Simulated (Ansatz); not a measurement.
# SiF (R-3m) in Ansatz: settings compared

The runs below take SiF through relaxation of cell and atoms, with r2SCAN+D3(BJ)-ATM, r2SCAN+D4, r2SCAN+rVV10.

Everything below comes from runs of Ansatz 0.2.0. Logs are shortened: lines on timing, memory, paths and dates and some standing lists are left out, and cuts for length are marked.

### Step 1. Starting point

The structure is trigonal, space group R-3m (No. 166). Conventional cell: a = 2.677 Å, b = 2.677 Å, c = 11.695 Å, α = 90.00°, β = 90.00°, γ = 120.00°. Around Si (site symmetry -3m) lie 6 F at 2.49 Å and 6 Si at 2.68 Å. F (site symmetry -3m) has 6 Si at 2.49 Å and 6 F at 2.68 Å as nearest neighbours.

The cell was built by a generator and needn't be a form met in nature.

### Step 2. Relaxation of cell and atoms, r2SCAN+D3(BJ)-ATM

input.yaml reads:

```yaml
crystal:
  lattice:
    - [1.3386, 0.77284, 3.89831]
    - [-1.3386, 0.77284, 3.89831]
    - [0.0, -1.54568, 3.89831]
  atoms:
    - { symbol: Si, position: [0.5, 0.5, 0.5] }
    - { symbol: F, position: [0.0, 0.0, 0.0] }
hamiltonian:
  xc: r2scan
  pseudopotentials: { kind: paw }
  dispersion: d3bjatm
kpoints:
  mp_grid: { grid: [12, 12, 12] }
scf:
  occupations: { method: fermi_dirac, width: 0.05 }
output:
  forces: true
  stress: true
  eigenvalues: true
relax:
  f_tol: 0.01
  max_steps: 40
  cell: { stress_tol: 0.05 }
```

Potentials or basis: Ansatz PAW.

The run is started by

```bash
ansatz run input.yaml --threads 2 --pin off --max-ram 5632MiB --backend cpu --events-out ev --progress --plain --runs-dir out
```

The log of the run:

```text
Warning: RAYON_NUM_THREADS=2 ignored (pool sized by the plan → 2); use --threads N
basis.fft_grid_basis auto: the FFT boxes are laid along the combinations [[1, 0, -1], [0, 1, -1], [0, 0, 1]] of the cell's own vectors, 2.677, 2.677 and 4.194 Å long. The dense box has 20×20×32 points. Along the cell's own vectors, as sized, it would have 32×32×32, 2.56 times as many. Of the 12 symmetry operations that the crystal satisfies within crystal.symmetry.tolerance (time reversal apart; of a slab, those that keep its plane) the dense box along the cell's own vectors carries 12, and the one as laid loses 8 of those. basis.fft_grid_basis: typed keeps the cell's own vectors: state it where this run's energies or levels are differenced outside the engine with another run's, or held beside a run that keeps those vectors.
Engine: ansatz 0.2.0, aarch64-unknown-linux-gnu
Pseudopotentials: kind: paw
Pseudopotential: Si, paw, valence charge 4, recommended cutoff 500 eV (meta_gga), Si.paw.azcp
Pseudopotential: F, paw, valence charge 7, recommended cutoff 500 eV (meta_gga), F.paw.azcp
Functional definition: r2SCAN
  parameter k0 = 0.174
  parameter k1 = 0.065
  parameter a1 = 4.9479
  exchange = r2scan_x(k0 = k0, k1 = k1, a1 = a1)
  correlation = r2scan_c
Crystal: 2 atoms, lattice volume = 24.197 Å³
Basis set: ecut = 500 eV, 621 PW (Γ), FFT grids on a1−a3, a2−a3, a3, exchange–correlation on 80×80×128 points (64 copies of the dense FFT grid, shifted against one another)
Bands: 10, of which v1, the nominal top of the filled ones, is band 6 counted from 1 (5 counted from 0)
Symmetry: 12 space group operations
Space group: R-3m (ITA 166), of the structure as read, at distance tolerance 2.9e-5 Å
k-points: 189 of 1728
Non-local potential: Si, projectors of the file, l = 0: 2, l = 1: 2, l = 2: 2
Non-local potential: F, projectors of the file, l = 0: 2, l = 1: 2, l = 2: 1
PAW form: soft (Blöchl's): semilocal exchange-correlation on the pseudo side does not see the compensation charge
PAW frozen core: Si, regenerated for the run's functional (the file was generated under x = pbe(κ = 0.804, μ = 0.2195149727645171), c = pbe(β = 0.06672455060314922))
PAW frozen core: F, regenerated for the run's functional (the file was generated under x = pbe(κ = 0.804, μ = 0.2195149727645171), c = pbe(β = 0.06672455060314922))
PAW one-centre angular grid: Si, 302 points (default); XC on 160 Gauss nodes
PAW one-centre angular grid: F, 302 points (default); XC on 160 Gauss nodes
Initial density: superposition of atomic densities (neutral atoms: chi_scale 0, normalization atom), corrected by the library's trained network
Initial wavefunctions: pseudopotential atomic-orbital guess
Functional: x = r2scan, c = r2scan; τ floored in thin density (d = 2e-4 eV/Å³)
SCF iter   1: F=—  HF=-1447.552495 eV  |F-HF|=—  |Δ(HF+E_count)|=         —  Δρ=1.45e-2  dr2=5.55e-2  dr2_τ=3.02e-2  ethr=1.77e-3  ⟨swp⟩=6.0  Hψ=13796  notcnv=0
preconditioner: auto → none  [metal: Δε(μ)=0.037 eV  Ē_g=13.279 eV  σ=0.050 eV  W_gap=0.18  n_scr=2 (ndim 8)  ℏωp=22.6 eV  f_vac=0.000  D(μ)=0.54/eV (n_scr^D=2)  sad-step TF]
SCF iter   2: F=—  HF=-1447.574973 eV  |F-HF|=—  |Δ(HF+E_count)|=   2.25e-2  Δρ=6.62e-3  dr2=9.86e-3  dr2_τ=6.70e-4  ethr=5.05e-4  ⟨swp⟩=3.0  Hψ=5201  notcnv=0  defer=61
SCF iter   3: F=—  HF=-1447.572767 eV  |F-HF|=—  |Δ(HF+E_count)|=   2.21e-3  Δρ=1.92e-3  dr2=6.37e-4  dr2_τ=6.65e-5  ethr=8.97e-5  ⟨swp⟩=2.1  Hψ=2808  notcnv=0  defer=61
SCF iter   4: F=—  HF=-1447.572700 eV  |F-HF|=—  |Δ(HF+E_count)|=   6.67e-5  Δρ=2.43e-4  dr2=1.17e-5  dr2_τ=6.30e-7  ethr=5.79e-6  ⟨swp⟩=2.4  Hψ=2469  notcnv=0  defer=61
SCF iter   5: F=—  HF=-1447.572703 eV  |F-HF|=—  |Δ(HF+E_count)|=   2.84e-6  Δρ=5.92e-5  dr2=6.55e-7  dr2_τ=4.73e-8  ethr=1.07e-7  ⟨swp⟩=2.1  Hψ=2614  notcnv=0  defer=61
SCF iter   6: F=-1447.572703 eV  HF=-1447.572703 eV  |F-HF|=4.56e-9  |Δ(HF+E_count)|=   1.09e-7  Δρ=8.56e-6  dr2=1.18e-8  dr2_τ=1.40e-9  ethr=9.09e-10  ⟨swp⟩=7.1  Hψ=9749  notcnv=0
SCF 1 converged in 6 iterations: F = -1447.572703 eV  dr2 = 1.18e-8
relax step   1: F+E_penalty+E_count = -1447.57270285 eV  Δ(F+E_penalty+E_count) = +0.000e0 eV  max|allowed force component| = 2.291e-30 eV/Å  Δτ_max = 0.0000 Å  P = -3.222 GPa  Ω = 24.197 Å³  (6 SCF iters, dr2 threshold 1.00e-7 eV, accepted)
Crystal: 2 atoms, lattice volume = 23.541 Å³
Basis set: ecut = 500 eV, 585 PW (Γ), FFT grids on a1−a3, a2−a3, a3, exchange–correlation on 80×80×128 points (64 copies of the dense FFT grid, shifted against one another)
Initial density: handed on by an earlier stage of this run
Initial wavefunctions: those handed on with the density
iter 1 solved again at ethr=5.15e-5 eV; its pass at ethr=3.10e-3 eV (dr2=5.67e-3 eV) is discarded
SCF iter   1: F=—  HF=-1447.583629 eV  |F-HF|=—  |Δ(HF+E_count)|=         —  Δρ=4.36e-3  dr2=5.46e-3  dr2_τ=5.92e-3  ethr=5.15e-5  ⟨swp⟩=1.0  Hψ=16070  notcnv=0
preconditioner: auto → none  [metal: Δε(μ)=0.017 eV  Ē_g=13.214 eV  σ=0.050 eV  W_gap=0.09  n_scr=2 (ndim 8)  ℏωp=23.0 eV  f_vac=0.000  D(μ)=0.40/eV (n_scr^D=2)]
[... 34 lines left out ...]
Crystal: 2 atoms, lattice volume = 23.074 Å³
iter 1 solved again at ethr=1.73e-7 eV; its pass at ethr=3.10e-3 eV (dr2=1.90e-5 eV) is discarded
SCF iter   1: F=—  HF=-1447.591127 eV  |F-HF|=—  |Δ(HF+E_count)|=         —  Δρ=1.99e-4  dr2=2.02e-5  dr2_τ=1.10e-5  ethr=1.73e-7  ⟨swp⟩=2.2  Hψ=14349  notcnv=0
preconditioner: auto → none  [metal: Δε(μ)=0.017 eV  Ē_g=13.430 eV  σ=0.050 eV  W_gap=0.09  n_scr=2 (ndim 8)  ℏωp=23.2 eV  f_vac=0.000  D(μ)=0.39/eV (n_scr^D=2)]
SCF iter   2: F=—  HF=-1447.591142 eV  |F-HF|=—  |Δ(HF+E_count)|=   1.46e-5  Δρ=2.66e-4  dr2=9.99e-6  dr2_τ=1.04e-6  ethr=1.73e-7  ⟨swp⟩=2.2  Hψ=2814  notcnv=0
SCF iter   3: F=—  HF=-1447.591139 eV  |F-HF|=—  |Δ(HF+E_count)|=   2.47e-6  Δρ=3.89e-5  dr2=5.09e-7  dr2_τ=3.27e-8  ethr=9.08e-8  ⟨swp⟩=2.7  Hψ=2835  notcnv=0
SCF iter   4: F=-1447.591139 eV  HF=-1447.591139 eV  |F-HF|=8.03e-9  |Δ(HF+E_count)|=   1.02e-7  Δρ=1.22e-5  dr2=1.78e-8  dr2_τ=2.79e-9  ethr=1.82e-9  ⟨swp⟩=5.5  Hψ=9265  notcnv=0
SCF 5 converged in 4 iterations: F = -1447.591139 eV  dr2 = 1.78e-8
relax step   5: F+E_penalty+E_count = -1447.59113903 eV  Δ(F+E_penalty+E_count) = -4.404e-5 eV  max|allowed force component| = 6.311e-30 eV/Å  Δτ_max = 0.0000 Å  P = -0.002 GPa  Ω = 23.074 Å³  energy of the carried Pulay correction = +6.466e-4 eV  (4 SCF iters, dr2 threshold 2.00e-7 eV, accepted)
Initial wavefunctions: pseudopotential atomic-orbital guess (no wavefunctions were taken with the density)
iter 1 solved again at ethr=1.80e-7 eV; its pass at ethr=3.10e-3 eV (dr2=1.97e-5 eV) is discarded
SCF iter   1: F=—  HF=-1447.590371 eV  |F-HF|=—  |Δ(HF+E_count)|=         —  Δρ=1.99e-4  dr2=8.86e-7  dr2_τ=3.63e-6  ethr=1.80e-7  ⟨swp⟩=2.6  Hψ=18697  notcnv=0
preconditioner: auto → none  [metal: Δε(μ)=0.018 eV  Ē_g=13.433 eV  σ=0.050 eV  W_gap=0.09  n_scr=2 (ndim 8)  ℏωp=23.2 eV  f_vac=0.000  D(μ)=0.39/eV (n_scr^D=2)]
SCF iter   2: F=—  HF=-1447.590373 eV  |F-HF|=—  |Δ(HF+E_count)|=   2.03e-6  Δρ=9.76e-5  dr2=2.31e-7  dr2_τ=4.29e-7  ethr=8.06e-9  ⟨swp⟩=2.2  Hψ=2930  notcnv=0
SCF iter   3: F=—  HF=-1447.590373 eV  |F-HF|=—  |Δ(HF+E_count)|=   5.31e-7  Δρ=3.25e-5  dr2=1.68e-7  dr2_τ=1.39e-8  ethr=2.10e-9  ⟨swp⟩=2.0  Hψ=2902  notcnv=0
SCF iter   4: F=—  HF=-1447.590373 eV  |F-HF|=—  |Δ(HF+E_count)|=   4.19e-8  Δρ=4.08e-6  dr2=1.18e-9  dr2_τ=1.12e-9  ethr=1.53e-9  ⟨swp⟩=2.6  Hψ=2877  notcnv=0
SCF iter   5: F=—  HF=-1447.590373 eV  |F-HF|=—  |Δ(HF+E_count)|=   2.02e-9  Δρ=1.27e-6  dr2=1.94e-10  dr2_τ=3.17e-11  ethr=1.07e-11  ⟨swp⟩=2.0  Hψ=2927  notcnv=0
SCF iter   6: F=-1447.590373 eV  HF=-1447.590373 eV  |F-HF|=4.55e-13  |Δ(HF+E_count)|=  6.82e-12  Δρ=9.29e-8  dr2=5.10e-13  dr2_τ=3.05e-13  ethr=1.00e-12  ⟨swp⟩=4.1  Hψ=8591  notcnv=0
SCF 6 converged in 6 iterations: F = -1447.590373 eV  dr2 = 5.10e-13
relax step   6: F+E_penalty+E_count = -1447.59037323 eV  Δ(F+E_penalty+E_count) = +7.658e-4 eV  max|allowed force component| = 2.104e-30 eV/Å  Δτ_max = 0.0000 Å  P = +0.029 GPa  Ω = 23.074 Å³  stress off target by 3.01e-2 GPa  SCF on the basis re-selected at this cell (its energy is not comparable with the rows above)  (6 SCF iters)
basis re-selected at this cell: Δ(F+E_penalty+E_count) = +7.658e-4 eV, ΔP = +0.031 GPa vs the last step (what re-selecting the basis moved, of the pressure what is left beyond the Pulay correction that the steps carried, after the strain that the cell walked since its last selection, with what the two solves' SCF thresholds leave and, on support functions, any second-order correction that the steps lacked; it is no measure of the basis error at this ecutwfc). This SCF's stress stands 3.01e-2 GPa from its target on what of the cell is left free (relax.cell.stress_tol is 5.00e-2 GPa) and its largest allowed force component is 2.10e-30 eV/Å (relax.f_tol is 1.00e-2 eV/Å): within both
SCF converged after 6 iterations
Free energy (F): -1447.590373 eV
Harris-Foulkes:  -1447.590373 eV  (|F-HF|=4.55e-13)
Internal energy: -1447.587112 eV  (E = F + TS)
E sigma→0 (E₀):  -1447.588742 eV
Entropy (-TS):   -0.003262 eV (-1.631 meV/atom)
Fermi energy:    8.696165 eV
--- Per-component energies (eV) ---
  E_band       = -7.151358
  E_kinetic    = 247.210800
  E_local      = -605.095901  (includes V_loc(G=0)·N_el)
  E_nonlocal   = 97.277322
  E_hartree    = 239.528872
  E_xc         = -130.530553
  E_vxc        = -165.700631  (∫ρ·V_xc dr)
  E_paw        = -721.097144  (= ΣΔE_a)
  E_vpaw       = -70.316707  (= ΣTr[D̂ρ^β])
  E_aug_tail   = 0.001003  (compensation charges beyond the density's cutoff)
  E_vtau       = 10.415007  (kinetic-family band-sum trace: ∫τ·v_τ [+ j·A + Jᵃ·Aᵃ] dr)
  E_ewald      = -574.595272
  E_disp       = -0.178415  (pairwise vdW)
  E_core_change = -0.107825  (= ΣΔE_core)
  E_smearing   = -0.003262  (= −TS)
  E_closure    = 0.000000  (closes the sum)
  Σ components = -1447.590373   (vs F -1447.590373, Δ=0.00e0)
--- Forces (eV/Å), atoms counted from 1 ---
  atom   1  Si    -0.00000000     0.00000000    -0.00000000
  atom   2  F     -0.00000000     0.00000000     0.00000000
  max |Σ_I F_I| component: 4.21e-30 eV/Å
--- Stress (GPa, compression-positive) ---
        0.030061      -0.000000       0.000000
        0.000000       0.030061       0.000000
        0.000000       0.000000       0.027890
  P = ⅓ Tr σ = 0.0293 GPa (0.293 kbar)
--- Band table (eV; the first three rows and the last of 189) ---
  k-point 0: bands = ["-17.1189", "-3.2214", "0.6201", "4.8700", "4.8700", "12.1254", "17.1223", "21.3331", "21.3331", "22.4184"]
  k-point 1: bands = ["-17.0632", "-3.0735", "0.7590", "4.6473", "4.8244", "12.0754", "17.1821", "19.3278", "19.9037", "22.8170"]
  k-point 2: bands = ["-16.9080", "-2.6346", "1.1470", "4.0847", "4.7016", "11.9155", "15.4922", "18.3690", "18.4464", "22.4562"]
  k-point 188: bands = ["-17.0224", "-4.9093", "4.8553", "4.8553", "4.8681", "7.8991", "20.9422", "20.9422", "21.6203", "22.8332"]
--- Relaxed structure (5 steps of the walk, 4 accepted, 1 SCFs on fresh bases) ---
  F+E_penalty+E_count = -1447.59037323 eV   max|allowed force component| = 2.104e-30 eV/Å   (the final SCF, on the basis selected at the relaxed cell)
  cell:  # Å, volume = 23.0739 Å³
    - [1.307150156624494, 0.7546834947984132, 3.8983355688676258]
    - [-1.307150156624494, 0.7546834947984132, 3.8983355688676258]
    - [-3.526739499924624e-33, -1.509366989596826, 3.8983355688676258]
  atoms:
    - { symbol: Si, position: [0.49999999999999994, 0.49999999999999994, 0.49999999999999983] }
    - { symbol: F, position: [1.1452334111092035e-34, -7.131718138484383e-35, -6.276199981199272e-35] }
```

It took 21 s on 2 threads of Arm Neoverse V2, shared host; peak memory 0.41 GiB.

What came out:

```yaml
Free_energy: -1447.5904 eV
Relaxed_volume: 11.54 Å³/atom
Relaxed_cell: a = 4.180 Å, b = 4.180 Å, c = 4.180 Å, α = 36.44°, β = 36.44°, γ = 36.44°
Space_group_after_relaxing_to_0.05_Å: R-3m (No. 166)
Energy_gained_by_relaxing: 8.8 meV/atom
Ionic_steps: 5
Pressure_after_relaxing: 0.0 GPa
Band_gap_on_the_k_mesh: none (metal or under the smearing width)
```

The path:
```csv
step,energy change (eV),largest force (eV/Å),volume (Å³)
1,0.0000,0.0000,24.20
2,-0.0154,0.0000,23.54
3,-0.0184,0.0000,23.11
4,-0.0184,0.0000,23.07
5,-0.0177,0.0000,23.07
```

Final structure:
```xyz
2
Lattice="1.3072 0.7547 3.8983 -1.3072 0.7547 3.8983 0.0000 -1.5094 3.8983" Properties=species:S:1:pos:R:3 pbc="T T T"
Si    0.0000    0.0000    5.8475
F     0.0000    0.0000    0.0000
```

Levels at points of the mesh, in eV from the Fermi level:
| k point | band 2 | band 3 | band 4 | band 5 | band 6 | band 7 | band 8 | band 9 |
| --- | --- | --- | --- | --- | --- | --- | --- | --- |
| (0.00, 0.00, 0.00) | -11.92 | -8.08 | -3.83 | -3.83 | 3.43 | 8.43 | 12.64 | 12.64 |
| (0.00, 0.00, -0.50) | -8.59 | -6.41 | -5.29 | -4.47 | -2.25 | 3.31 | 6.87 | 8.99 |
| (0.00, -0.50, -0.50) | -8.31 | -7.27 | -5.14 | -4.53 | -2.11 | 5.83 | 6.97 | 7.44 |
| (-0.50, -0.50, -0.50) | -13.61 | -3.84 | -3.84 | -3.83 | -0.80 | 12.25 | 12.25 | 12.92 |

Caveat: the plane-wave basis is chosen anew once the cell has moved, so the energies of steps on either side of that aren't comparable; an odd number of electrons without spin polarisation forces a metal; a magnetic or distorted state may lie lower; pairwise dispersion overbinds metals, which lowers pressure and volume; the PAW data sets come from PBE, with cores solved anew for the run's functional, which leaves a small shift of forces and pressure.

(Part 1 of 2 ends here.)
